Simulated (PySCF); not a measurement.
# C7H4FNO: the cost of one run

The runs use PySCF 2.14.0, with density-fitted response routines of our own; the level of theory stands in each step. All values are computed, except where a source is named. Atoms count from 0, in the outputs and in this text.

### 1 The molecule as given

14 atoms, charge 0, multiplicity 1; geometry from: GFN2-xTB. The atoms were then displaced at random by about 0.01 Å, so the start is not that level's minimum.

Bonds of the start (Å): O0–C1 1.18, C1–N2 1.20, N2–C3 1.32, C3–C4 1.40, C4–C5 1.39, C5–C6 1.38, C6–C7 1.38, C7–F8 1.37, C7–C9 1.37, C9–C3 1.42, C4–H10 1.07, C5–H11 1.07, C6–H12 1.12, C9–H13 1.07.

### 2 Relaxing the molecule at PBE0-D3(BJ)/def2-SVP

What the job is given:

```
{"job": {"xc": "PBE0", "basis": "def2-SVP", "d3": "d3bj", "grid": 1, "shake": 0.01, "kind": "geom"}, "charge": 0, "multiplicity": 1}
O      4.301390    -0.577090    -0.125110
C      3.122540    -0.587380    -0.046950
N      1.948120    -0.820120     0.087510
C      0.719990    -0.331170     0.042400
C      0.410710     0.980570    -0.318530
C     -0.898840     1.435670    -0.347550
C     -1.931780     0.576330    -0.034640
C     -1.630560    -0.722380     0.307990
F     -2.656330    -1.561880     0.636420
C     -0.353460    -1.207040     0.370780
H      1.219490     1.649560    -0.540710
H     -1.097040     2.454460    -0.612780
H     -2.995030     0.919450    -0.069430
H     -0.166350    -2.224050     0.642850
```

Started as:

```
> OMP_NUM_THREADS=1 python probes_run.py task.json out
```

One launch serves the whole session: the jobs run in the order shown.

**Question.** How long does this first job take on 1 thread of Arm Neoverse V1, shared host, and how much memory does it need?

About 2.1 min, with a peak of 0.64 GiB.
